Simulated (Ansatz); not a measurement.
Crystal: Ta3AsAu2O13.

```
Ta As Au O
1.0
     5.45204    0.00000    0.00000
    -2.72602    4.72161    0.00000
     0.00000    0.00000    9.57902
Ta As Au O
3 1 2 13
Cartesian
  0.0000 0.0000 1.8591
  0.0000 0.0000 7.7199
  2.7260 1.5739 0.0000
  0.0000 0.0000 4.7895
  0.0000 3.1478 2.6273
  0.0000 3.1478 6.9517
  0.0000 0.0000 0.0000
  -1.3422 4.5861 3.4870
  -0.5745 1.2662 3.4870
  1.9167 3.5909 3.4870
  -1.3422 4.5861 6.0921
  -0.5745 1.2662 6.0921
  1.9167 3.5909 6.0921
  1.1852 1.5782 8.2230
  3.4927 0.2373 8.2230
  3.5002 2.9061 8.2230
  1.1852 1.5782 1.3560
  3.4927 0.2373 1.3560
  3.5002 2.9061 1.3560
```

The cell was built by a generator and needn't be a form met in nature.

| Property | Result |
| --- | --- |
| Program | Ansatz 0.2.0 |
| Task | relaxation of cell and atoms |
| Functional | r2SCAN |
| Potentials or basis | Ansatz PAW soft_1 |
| Cutoff | 500 eV (not typed: the program's choice for these potentials) |
| k mesh | 4 × 4 × 2 |
| Occupations | fermi-dirac, width 0.05 eV |
| Spin | no spin polarisation |

At the start: volume 12.98 Å³/atom.

**Question.** How do energy, volume and symmetry change on relaxing?

**Answer.** It ends after 9 steps and the volume is 12.54 Å³/atom (-3.4 %); space group P-6 (No. 174, to 0.05 Å).

Step by step:
```tsv
step	energy change (eV)	largest force (eV/Å)	volume (Å³)
1	0.0000	0.3029	246.59
2	-0.1790	0.2595	237.50
3	-0.1965	0.0993	237.40
4	-0.2009	0.0814	237.80
5	-0.2021	0.0446	237.90
6	-0.2027	0.0225	238.22
7	-0.2027	0.0223	238.27
8	-0.2028	0.0034	238.25
9	-0.1971	0.0029	238.25
```

Final structure:
```xyz
19
Lattice="5.3942 0.0000 0.0000 -2.6971 4.6715 0.0000 0.0000 0.0000 9.4546" Properties=species:S:1:pos:R:3 pbc="T T T"
Ta    0.0000    0.0000    1.8521
Ta    0.0000    0.0000    7.6025
Ta    2.6971    1.5572    0.0000
As    0.0000    0.0000    4.7273
Au    0.0000    3.1143    2.5529
Au    0.0000    3.1143    6.9018
O     0.0000    0.0000    0.0000
O    -1.3260    4.4877    3.4559
O    -0.5264    1.2793    3.4559
O     1.8524    3.5760    3.4559
O    -1.3260    4.4877    5.9988
O    -0.5264    1.2793    5.9988
O     1.8524    3.5760    5.9988
O     1.1686    1.5791    8.1100
O     3.4423    0.2225    8.1100
O     3.4804    2.8699    8.1100
O     1.1686    1.5791    1.3447
O     3.4423    0.2225    1.3447
O     3.4804    2.8699    1.3447
```

Caveat: the plane-wave basis is chosen anew once the cell has moved, so the energies of steps on either side of that aren't comparable; the PAW data sets come from PBE, with cores solved anew for the run's functional, which leaves a small shift of forces and pressure.
